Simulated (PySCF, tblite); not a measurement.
# ClH9O3Si4, a small molecule taken as a stand-in for a surface group (silica-backed Si): NMR shifts, core binding energies and electronic excitations

What NMR shifts, core binding energies and electronic excitations should one expect for `[SiH3]O[Si](Cl)(O[SiH3])O[SiH3]`?

Computed with tblite 0.8.0 and PySCF 2.14.0; each step states its level. No surroundings beyond the atoms listed, unless a continuum is named. Atoms count from 0, parts from 1.

### 1 The system as given

17 atoms, charge 0, multiplicity 1; geometry: distance geometry start.

### 2 Geometry optimisation with GFN2-xTB

Job settings and geometry (Å):

```
{"job": {"kind": "relax", "xc": "GFN2-xTB", "basis": "xTB"}, "charge": 0, "multiplicity": 1}
Si     1.353906     0.339105    -2.633898
O      0.866175     0.688474    -0.982116
Si    -0.462189    -0.061818    -0.113489
O     -0.228482    -1.809906    -0.083367
Si     1.287104    -2.649927     0.340175
O     -1.979654     0.320051    -0.914988
Si    -2.496661    -0.300683    -2.496607
Cl    -0.529801     0.663395     1.907270
H      1.587034    -1.077982    -2.761461
H      0.335067     0.746720    -3.539444
H      2.549517     1.020812    -2.944211
H      2.378565    -1.971616    -0.241427
H      1.422651    -2.634732     1.761489
H      1.233620    -3.988380    -0.149464
H     -1.525278     0.029712    -3.462240
H     -2.627338    -1.729830    -2.434560
H     -3.735668     0.265807    -2.859788
```

Method: GFN2-xTB geometry optimisation, gas phase.

On the command line:

```sh
> OMP_NUM_THREADS=1 python cluster_run.py task.json out
```

The driver reads the jobs from task.json and runs them one after another.

Log:

```text
step      E/eV     max force
  0    -777.17449    2.815
  1    -777.86114    2.331
  2    -778.58620    1.451
  3    -778.71061    1.078
  4    -778.89179    1.087
  5    -778.95659    0.973
  6    -779.13250    0.722
  7    -779.18477    0.596
  8    -779.28033    0.596
  9    -779.30026    0.417
 10    -779.32379    0.338
 11    -779.33987    0.342
 12    -779.37488    0.443
 13    -779.40667    0.408
 14    -779.42889    0.283
 15    -779.43621    0.249
 16    -779.44100    0.208
 17    -779.44858    0.232
 18    -779.45770    0.265
 19    -779.46620    0.228
 20    -779.47172    0.149
 21    -779.47593    0.128
 22    -779.48056    0.172
 23    -779.48728    0.234
 24    -779.49518    0.215
 25    -779.50140    0.167
 26    -779.50532    0.147
 27    -779.50843    0.128
 28    -779.51208    0.167
 29    -779.51606    0.147
 30    -779.51896    0.109
 31    -779.52061    0.087
 32    -779.52186    0.078
 33    -779.52300    0.098
 34    -779.52406    0.081
 35    -779.52504    0.055
 36    -779.52581    0.058
 37    -779.52641    0.052
 38    -779.52680    0.033
 39    -779.52696    0.021
 40    -779.52705    0.021
 41    -779.52715    0.025
 42    -779.52730    0.034
 43    -779.52748    0.035
 44    -779.52762    0.025
 45    -779.52770    0.020
 46    -779.52774    0.017
 47    -779.52778    0.014
 48    -779.52782    0.015
 49    -779.52786    0.019
 50    -779.52791    0.016
 51    -779.52794    0.010
 52    -779.52796    0.010
 53    -779.52798    0.011
 54    -779.52801    0.019
 55    -779.52807    0.024
 56    -779.52813    0.023
 57    -779.52820    0.016
 58    -779.52826    0.016
 59    -779.52833    0.017
 60    -779.52839    0.019
 61    -779.52846    0.018
 62    -779.52854    0.019
 63    -779.52865    0.028
 64    -779.52879    0.030
 65    -779.52892    0.020
 66    -779.52899    0.019
 67    -779.52904    0.019
 68    -779.52910    0.025
 69    -779.52919    0.032
 70    -779.52931    0.028
 71    -779.52941    0.023
 72    -779.52946    0.019
 73    -779.52950    0.016
 74    -779.52954    0.016
 75    -779.52961    0.027
 76    -779.52973    0.034
 77    -779.52992    0.041
 78    -779.53013    0.044
 79    -779.53031    0.033
 80    -779.53049    0.037
 81    -779.53075    0.056
 82    -779.53118    0.070
 83    -779.53185    0.087
 84    -779.53264    0.085
 85    -779.53332    0.072
 86    -779.53284    0.096
 87    -779.53407    0.061
 88    -779.53437    0.046
 89    -779.53543    0.058
 90    -779.53609    0.058
 91    -779.53667    0.104
 92    -779.53730    0.046
 93    -779.53757    0.043
 94    -779.53781    0.053
 95    -779.53808    0.048
 96    -779.53844    0.046
 97    -779.53893    0.045
 98    -779.53915    0.058
 99    -779.53938    0.052
100    -779.53960    0.034
101    -779.53987    0.042
102    -779.54010    0.040
103    -779.54038    0.043
104    -779.54075    0.058
105    -779.54120    0.078
106    -779.54189    0.084
107    -779.54248    0.076
108    -779.54284    0.079
109    -779.54343    0.050
110    -779.54368    0.049
111    -779.54418    0.051
112    -779.54452    0.058
113    -779.54505    0.055
114    -779.54542    0.036
115    -779.54571    0.036
116    -779.54592    0.047
117    -779.54611    0.058
118    -779.54633    0.048
119    -779.54659    0.046
120    -779.54686    0.030
121    -779.54701    0.029
122    -779.54717    0.026
123    -779.54728    0.023
124    -779.54740    0.023
125    -779.54754    0.031
126    -779.54772    0.041
127    -779.54795    0.039
128    -779.54820    0.037
129    -779.54845    0.038
130    -779.54874    0.045
131    -779.54917    0.070
132    -779.54982    0.077
133    -779.55059    0.056
134    -779.55121    0.056
135    -779.55162    0.066
136    -779.55210    0.091
137    -779.55288    0.086
138    -779.55406    0.071
139    -779.55453    0.047
140    -779.55483    0.041
141    -779.55502    0.042
142    -779.55526    0.044
143    -779.55549    0.040
144    -779.55567    0.028
145    -779.55580    0.027
146    -779.55592    0.028
147    -779.55605    0.025
148    -779.55617    0.026
149    -779.55628    0.030
150    -779.55637    0.029
151    -779.55644    0.021
152    -779.55651    0.020
153    -779.55658    0.023
154    -779.55668    0.025
155    -779.55678    0.027
156    -779.55687    0.023
157    -779.55694    0.017
158    -779.55699    0.019
159    -779.55705    0.018
160    -779.55712    0.022
161    -779.55722    0.027
162    -779.55735    0.029
163    -779.55748    0.029
164    -779.55758    0.025
165    -779.55766    0.021
166    -779.55771    0.020
167    -779.55777    0.022
168    -779.55783    0.021
169    -779.55788    0.023
170    -779.55792    0.020
171    -779.55795    0.013
172    -779.55798    0.014
173    -779.55800    0.013
174    -779.55802    0.013
175    -779.55803    0.012
176    -779.55804    0.007
```

Run time: 5.6 s. Hardware: 1 thread of Arm Neoverse V1, shared host.

Step by step:

```csv
step,energy from step 0 (eV),largest force (eV/Å)
0,0.0000,2.8157
7,-2.0103,0.5960
14,-2.2544,0.2829
21,-2.3014,0.1281
28,-2.3376,0.1672
35,-2.3505,0.0550
42,-2.3528,0.0342
49,-2.3534,0.0190
56,-2.3536,0.0229
63,-2.3542,0.0277
70,-2.3548,0.0274
77,-2.3554,0.0413
84,-2.3582,0.0847
91,-2.3622,0.1039
98,-2.3647,0.0576
105,-2.3667,0.0780
112,-2.3700,0.0581
119,-2.3721,0.0462
126,-2.3732,0.0405
133,-2.3761,0.0562
140,-2.3803,0.0403
147,-2.3816,0.0255
154,-2.3822,0.0254
161,-2.3827,0.0269
168,-2.3833,0.0206
175,-2.3835,0.0121
176,-2.3836,0.0071
```

Distances of close pairs at the start and the end, largest changes first:

```csv
bond,before (Å),after (Å),change (Å)
Si2–Cl7,2.148,1.969,-0.179
O3–Si4,1.784,1.626,-0.157
Si2–O3,1.764,1.607,-0.157
Si2–O5,1.758,1.607,-0.151
O5–Si6,1.776,1.626,-0.150
O1–Si2,1.756,1.607,-0.149
Si0–O1,1.757,1.625,-0.132
Si6–H14,1.409,1.464,+0.055
```

### 3 Optimising the geometry at PBE0-D3(BJ)/def2-SVP

Job settings and geometry (Å):

```
{"job": {"xc": "PBE0", "basis": "def2-SVP", "d3": "d3bj", "grid": 2, "kind": "geom", "shake": 0.01}, "charge": 0, "multiplicity": 1}
Si     1.599083     1.140442    -1.346352
O      0.745544     1.479367     0.009556
Si    -0.331781     0.903431     1.060768
O      0.299412    -0.424069     1.755436
Si     1.026286    -1.841832     1.468069
O     -1.703847     0.576553     0.329168
Si    -2.357548    -0.094183    -0.994446
Cl    -0.618993     2.266848     2.455692
H      1.239172    -0.168112    -1.820615
H      1.150997     2.206356    -2.271244
H      2.971575     1.260817    -0.942492
H      2.307674    -1.546189     0.821861
H      1.145084    -2.350106     2.821573
H      0.159544    -2.656146     0.626707
H     -1.837171     0.581444    -2.172649
H     -2.021342    -1.500755    -1.016694
H     -3.783202     0.165935    -0.764248
```

Log:

```text
step   0  E = -1847.97158580  max force = 0.024513
step   1  E = -1847.99058173  max force = 0.009583
step   2  E = -1847.99182263  max force = 0.002968
step   3  E = -1847.99185677  max force = 0.001101
step   4  E = -1847.99187265  max force = 0.000504
step   5  E = -1847.99188644  max force = 0.001166
step   6  E = -1847.99190917  max force = 0.001894
step   7  E = -1847.99192689  max force = 0.001612
step   8  E = -1847.99193790  max force = 0.000856
step   9  E = -1847.99194302  max force = 0.000354
optimisation converged
```

Wall time 4.3 min (1 thread of Arm Neoverse V1, shared host); peak memory 0.91 GiB.

Step by step:

```csv
step,energy from step 0 (eV),largest force component (eV/Å)
0,0.0000,1.2605
1,-0.5169,0.4928
2,-0.5507,0.1526
3,-0.5516,0.0566
4,-0.5520,0.0259
5,-0.5524,0.0600
6,-0.5530,0.0974
7,-0.5535,0.0829
8,-0.5538,0.0440
9,-0.5539,0.0182
```

Close pairs (by a distance rule), those that changed most:

```csv
bond,before (Å),after (Å),change (Å)
Si2–Cl7,1.972,2.035,+0.063
Si0–H8,1.438,1.495,+0.058
Si0–H10,1.436,1.489,+0.054
Si6–H15,1.446,1.492,+0.046
Si2–O5,1.589,1.630,+0.041
O3–Si4,1.619,1.659,+0.040
Si6–H14,1.454,1.495,+0.040
O5–Si6,1.621,1.661,+0.039
```

The end geometry stands in the next job.

```csv
at the end point,value
point group (found at 0.08 Å tolerance),C1
"rotational constants (GHz, main isotopes)","0.672, 0.649, 0.610"
dipole moment (D),2.50
```

### 4 Shielding tensors: PBE0/pcSseg-1

Job settings and geometry (Å):

```
{"job": {"kind": "nmr", "xc": "PBE0", "basis": "pcSseg-1"}, "charge": 0, "multiplicity": 1}
Si     1.656688     1.322265    -1.367919
O      0.757082     1.529542     0.013154
Si    -0.290014     0.879764     1.082309
O      0.324103    -0.490296     1.714500
Si     1.065156    -1.963249     1.529176
O     -1.723063     0.583239     0.363782
Si    -2.530647    -0.027419    -0.952347
Cl    -0.589918     2.214351     2.588709
H      1.427433    -0.050332    -1.915359
H      1.240280     2.334315    -2.378415
H      3.100362     1.491093    -1.042606
H      2.305159    -1.799104     0.712141
H      1.411928    -2.491773     2.876080
H      0.143313    -2.907798     0.832087
H     -1.865166     0.435583    -2.208018
H     -2.506511    -1.519124    -0.911557
H     -3.935723     0.460008    -0.913721
```

Method: GIAO PBE0/pcSseg-1 NMR shielding, non-relativistic, gas phase.

Log:

```text
coarse grid: 16960 points
cycle   1  E = -1848.2681228533  dE =  7.186e-01  |g| = 1.190e+00  |ddm| = 3.904e+00
cycle   2  E = -1847.9243391430  dE =  3.438e-01  |g| = 1.805e+00  |ddm| = 1.921e+00
cycle   3  E = -1848.5060996879  dE = -5.818e-01  |g| = 1.232e-01  |ddm| = 1.315e+00
cycle   4  E = -1848.5092609575  dE = -3.161e-03  |g| = 4.824e-02  |ddm| = 1.786e-01
cycle   5  E = -1848.5098023296  dE = -5.414e-04  |g| = 6.636e-03  |ddm| = 5.311e-02
cycle   6  E = -1848.5098096733  dE = -7.344e-06  |g| = 1.963e-03  |ddm| = 7.154e-03
final grid: 141424 points
cycle   7  E = -1848.5834515455  dE = -8.448e-06  |g| = 1.169e-02  |ddm| = 1.483e-02
cycle   8  E = -1848.5834213321  dE =  3.021e-05  |g| = 1.745e-02  |ddm| = 1.673e-02
cycle   9  E = -1848.5834730149  dE = -5.168e-05  |g| = 6.736e-04  |ddm| = 1.071e-02
cycle  10  E = -1848.5834730791  dE = -6.422e-08  |g| = 2.499e-04  |ddm| = 5.907e-04
cycle  11  E = -1848.5834730895  dE = -1.044e-08  |g| = 4.569e-05  |ddm| = 1.674e-04
cycle  12  E = -1848.5834730899  dE = -3.629e-10  |g| = 7.916e-06  |ddm| = 4.396e-05
converged SCF energy = -1848.5834730899

GIAO shielding tensors (ppm)
atom      isotropic    diamagn.    paramagn.     s11        s22        s33       span
  0 Si     389.687     879.826    -490.139    344.194    364.534    460.333    116.140
  1 O      279.657     402.436    -122.779    259.446    278.525    301.000     41.554
  2 Si     428.995     880.844    -451.849    418.849    420.714    447.421     28.572
  3 O      277.386     402.086    -124.700    258.439    277.289    296.431     37.992
  4 Si     390.569     879.542    -488.973    348.521    359.659    463.527    115.006
  5 O      276.182     402.035    -125.853    254.528    276.023    297.996     43.467
  6 Si     390.455     879.577    -489.121    347.329    360.342    463.695    116.366
  7 Cl     902.327    1147.778    -245.451    819.210    822.605   1065.167    245.957
  8 H       26.089      32.344      -6.255     22.844     25.156     30.268      7.424
  9 H       26.195      28.919      -2.724     22.836     24.276     31.474      8.638
 10 H       26.201      28.811      -2.610     22.842     24.242     31.519      8.677
 11 H       26.086      30.531      -4.446     22.370     25.269     30.618      8.247
 12 H       26.234      27.790      -1.556     22.692     24.245     31.766      9.075
 13 H       26.094      30.491      -4.397     22.411     24.988     30.882      8.471
 14 H       26.096      30.798      -4.702     22.327     25.439     30.522      8.195
 15 H       26.109      30.381      -4.272     22.439     24.942     30.947      8.508
 16 H       26.249      27.816      -1.567     22.706     24.234     31.806      9.100
```

Run time: 43 s. Hardware: 1 thread of Arm Neoverse V1, shared host; peak memory 1.1 GiB.

The references, computed at this level on geometries of the same kind, shield at (ppm): 1H TMS 31.27, 29Si TMS 352.0, 17O H2O 334.6, 35Cl HCl 943. Their shielding less the atom's gives the shift. The references are single molecules in the gas phase, so shifts against H2O, NH3, PH3, H3PO4 or CFCl3 are not on the usual liquid scales and can be off by tens of ppm.

```csv
atoms,environment,σ (ppm),δ (ppm)
H11,hydrogen on a silicon bonded to O,26.09,5.18
H8,hydrogen on a silicon bonded to O,26.09,5.18
H13,hydrogen on a silicon bonded to O,26.09,5.17
H14,hydrogen on a silicon bonded to O,26.10,5.17
H15,hydrogen on a silicon bonded to O,26.11,5.16
H9,hydrogen on a silicon bonded to O,26.20,5.07
H10,hydrogen on a silicon bonded to O,26.20,5.07
H12,hydrogen on a silicon bonded to O,26.23,5.03
H16,hydrogen on a silicon bonded to O,26.25,5.02
Si0,"silicon bonded to O, 3 H",389.7,-37.7
Si6,"silicon bonded to O, 3 H",390.5,-38.5
Si4,"silicon bonded to O, 3 H",390.6,-38.6
Si2,"silicon bonded to Cl, 3 O",429.0,-77.0
O5,oxygen bonded to 2 Si,276.2,58.4
O3,oxygen bonded to 2 Si,277.4,57.2
O1,oxygen bonded to 2 Si,279.7,54.9
Cl7,chlorine bonded to Si,902,41
```

Charges from the same density, by scheme (e):

```csv
atoms,Mulliken,IAO,Hirshfeld,ESP fit
Si0,0.70,0.85,0.40,0.54
O1,-0.75,-0.87,-0.31,-0.33
Si2,1.39,1.55,0.52,0.44
O3,-0.74,-0.87,-0.31,-0.33
Si4,0.70,0.86,0.40,0.57
O5,-0.74,-0.87,-0.31,-0.34
Si6,0.70,0.86,0.40,0.59
Cl7,-0.31,-0.30,-0.12,-0.14
```

Mayer bond orders: Si0–O1 0.88, O1–Si2 0.95, Si2–O3 0.96, O3–Si4 0.88, Si2–O5 0.96, O5–Si6 0.88, Si2–Cl7 1.02.

### 5 Core holes by ΔSCF: SCAN, X2C

Same as in step 4 but for these lines:

```diff
@@ -1,2 +1,2 @@
-{"job": {"kind": "nmr", "xc": "PBE0", "basis": "pcSseg-1"}, "charge": 0, "multiplicity": 1}
+{"job": {"kind": "xps", "holes": 5}, "charge": 0, "multiplicity": 1}
 Si     1.656688     1.322265    -1.367919
```

Method: delta-SCF UKS SCAN, pcX-2 on the ionised atom, pcseg-1 elsewhere, spin-free X2C.

Log:

```text
ground state, core basis on atom 1 (O), 208 functions
  cycle   1  E = -1852.77097368  |g| = 1.26e+00
  cycle   2  E = -1851.98820906  |g| = 2.37e+00
  cycle   3  E = -1853.04328315  |g| = 2.06e-01
  cycle   4  E = -1853.05248269  |g| = 1.02e-01
  cycle   5  E = -1853.05492339  |g| = 3.11e-02
  cycle   6  E = -1853.05505841  |g| = 1.58e-02
  cycle   7  E = -1853.05510865  |g| = 2.64e-03
  cycle   8  E = -1853.05510869  |g| = 3.62e-04
  E(ground) = -1853.19524510 Eh
hole in O 1s of atom 1
  cycle   1  E = -1832.44106935  |g| = 2.23e+00
  cycle   2  E = -1831.92767845  |g| = 2.23e+00
  cycle   3  E = -1833.20102412  |g| = 4.55e-01
  cycle   4  E = -1833.23705964  |g| = 3.03e-01
  cycle   5  E = -1833.27365177  |g| = 6.90e-02
  cycle   6  E = -1833.27499868  |g| = 2.88e-02
  cycle   7  E = -1833.27548173  |g| = 4.28e-03
  cycle   8  E = -1833.27548599  |g| = 1.18e-03
  cycle   9  E = -1833.27548935  |g| = 3.94e-04
  E(ion) = -1833.41468117 Eh   <S^2> = 0.7617   hole on atom = 1.000   binding energy = 538.257 eV
ground state, core basis on atom 2 (Si), 219 functions
  cycle   1  E = -1853.13693200  |g| = 3.16e-01
  cycle   2  E = -1853.13121735  |g| = 2.23e-01
  cycle   3  E = -1853.13465969  |g| = 1.70e-01
  cycle   4  E = -1853.13992980  |g| = 3.09e-02
  cycle   5  E = -1853.14010785  |g| = 5.00e-03
  cycle   6  E = -1853.14011462  |g| = 1.24e-03
  cycle   7  E = -1853.14011584  |g| = 4.49e-04
  E(ground) = -1853.24300598 Eh
hole in Si 2p of atom 2
  cycle   1  E = -1848.78979551  |g| = 1.26e+00
  cycle   2  E = -1848.37115130  |g| = 1.41e+00
  cycle   3  E = -1849.01881040  |g| = 4.23e-01
  cycle   4  E = -1849.11252609  |g| = 8.51e-02
  cycle   5  E = -1849.11545617  |g| = 3.16e-02
  cycle   6  E = -1849.11589884  |g| = 1.22e-02
  cycle   7  E = -1849.11593387  |g| = 6.24e-03
  cycle   8  E = -1849.11595416  |g| = 8.93e-04
  cycle   9  E = -1849.11595444  |g| = 3.42e-04
  E(ion) = -1849.22701289 Eh   <S^2> = 0.7511   hole on atom = 1.003   binding energy = 109.281 eV
  2p3/2 = 109.076 eV   2p1/2 = 109.702 eV
ground state, core basis on atom 3 (O), 208 functions
  cycle   1  E = -1853.05371782  |g| = 1.16e-01
  cycle   2  E = -1853.05105117  |g| = 1.42e-01
  cycle   3  E = -1853.05427177  |g| = 4.91e-02
  cycle   4  E = -1853.05467562  |g| = 6.13e-03
  cycle   5  E = -1853.05468671  |g| = 1.52e-03
  cycle   6  E = -1853.05468730  |g| = 5.38e-04
  cycle   7  E = -1853.05468795  |g| = 1.35e-04
  E(ground) = -1853.19535034 Eh
hole in O 1s of atom 3
  cycle   1  E = -1832.44004395  |g| = 2.23e+00
  cycle   2  E = -1831.92183904  |g| = 2.23e+00
  cycle   3  E = -1833.19999541  |g| = 4.53e-01
  cycle   4  E = -1833.23721799  |g| = 2.95e-01
  cycle   5  E = -1833.27240004  |g| = 6.90e-02
  cycle   6  E = -1833.27373110  |g| = 2.85e-02
  cycle   7  E = -1833.27419856  |g| = 4.28e-03
  cycle   8  E = -1833.27420554  |g| = 1.49e-03
  cycle   9  E = -1833.27420873  |g| = 1.08e-03
  cycle  10  E = -1833.27420839  |g| = 3.84e-04
  E(ion) = -1833.41491835 Eh   <S^2> = 0.7618   hole on atom = 1.000   binding energy = 538.253 eV
ground state, core basis on atom 5 (O), 208 functions
  cycle   1  E = -1853.05083839  |g| = 1.65e-01
  cycle   2  E = -1853.04092327  |g| = 2.70e-01
  cycle   3  E = -1853.05412909  |g| = 3.17e-02
  cycle   4  E = -1853.05427194  |g| = 1.46e-02
  cycle   5  E = -1853.05431238  |g| = 2.67e-03
  cycle   6  E = -1853.05431260  |g| = 6.08e-04
  cycle   7  E = -1853.05431182  |g| = 1.60e-04
  E(ground) = -1853.19530581 Eh
hole in O 1s of atom 5
  cycle   1  E = -1832.43976243  |g| = 2.23e+00
  cycle   2  E = -1831.91945739  |g| = 2.23e+00
  cycle   3  E = -1833.20052317  |g| = 4.53e-01
  cycle   4  E = -1833.23823531  |g| = 2.92e-01
  cycle   5  E = -1833.27289222  |g| = 6.93e-02
  cycle   6  E = -1833.27423038  |g| = 2.85e-02
  cycle   7  E = -1833.27469360  |g| = 4.63e-03
  cycle   8  E = -1833.27470245  |g| = 1.97e-03
  cycle   9  E = -1833.27470534  |g| = 1.38e-03
  cycle  10  E = -1833.27470516  |g| = 3.29e-04
  E(ion) = -1833.41452497 Eh   <S^2> = 0.7618   hole on atom = 1.000   binding energy = 538.262 eV
ground state, core basis on atom 7 (Cl), 219 functions
  cycle   1  E = -1853.20073286  |g| = 4.99e-01
  cycle   2  E = -1853.19450597  |g| = 2.23e-01
  cycle   3  E = -1853.18783346  |g| = 2.89e-01
  cycle   4  E = -1853.20357728  |g| = 2.09e-02
  cycle   5  E = -1853.20365897  |g| = 7.40e-03
  cycle   6  E = -1853.20367280  |g| = 1.80e-03
  cycle   7  E = -1853.20367188  |g| = 6.04e-04
  cycle   8  E = -1853.20367558  |g| = 1.66e-04
  E(ground) = -1853.33103031 Eh
hole in Cl 2p of atom 7
  cycle   1  E = -1845.14152079  |g| = 1.70e+00
  cycle   2  E = -1845.23763988  |g| = 1.18e+00
  cycle   3  E = -1845.57674643  |g| = 2.40e-01
  cycle   4  E = -1845.58977881  |g| = 1.78e-01
  cycle   5  E = -1845.60130079  |g| = 3.31e-02
  cycle   6  E = -1845.60172661  |g| = 1.05e-02
  cycle   7  E = -1845.60175811  |g| = 6.88e-03
  cycle   8  E = -1845.60177448  |g| = 1.49e-03
  cycle   9  E = -1845.60177676  |g| = 2.65e-04
  E(ion) = -1845.73769184 Eh   <S^2> = 0.7518   hole on atom = 1.001   binding energy = 206.625 eV
  2p3/2 = 206.037 eV   2p1/2 = 207.690 eV
```

Run time: 74 s. Hardware: 1 thread of Arm Neoverse V1, shared host; peak memory 0.91 GiB.

The holes in one table. −ε is the ground-state orbital energy:

```csv
hole,stands for,environment,ΔSCF (eV; 2p as the shell's mean),−ε (eV),⟨S²⟩
O1s on O1,O1,oxygen bonded to 2 Si,538.26,516.9,0.762
Si2p on Si2,Si2,"silicon bonded to Cl, 3 O",109.28,98.5,0.751
O1s on O3,O3,oxygen bonded to 2 Si,538.25,516.9,0.762
O1s on O5,O5,oxygen bonded to 2 Si,538.26,516.9,0.762
Cl2p on Cl7,Cl7,chlorine bonded to Si,206.59,193.4,0.752
```

With the spin-orbit splitting: Si2 2p3/2 109.08, 2p1/2 109.70 eV; Cl7 2p3/2 206.04, 2p1/2 207.69 eV. The table gives each 2p level as the mean over the whole 2p shell (two parts 2p3/2, one part 2p1/2), which differs a little from the single hole in the log.

[end of part 1 of 2]
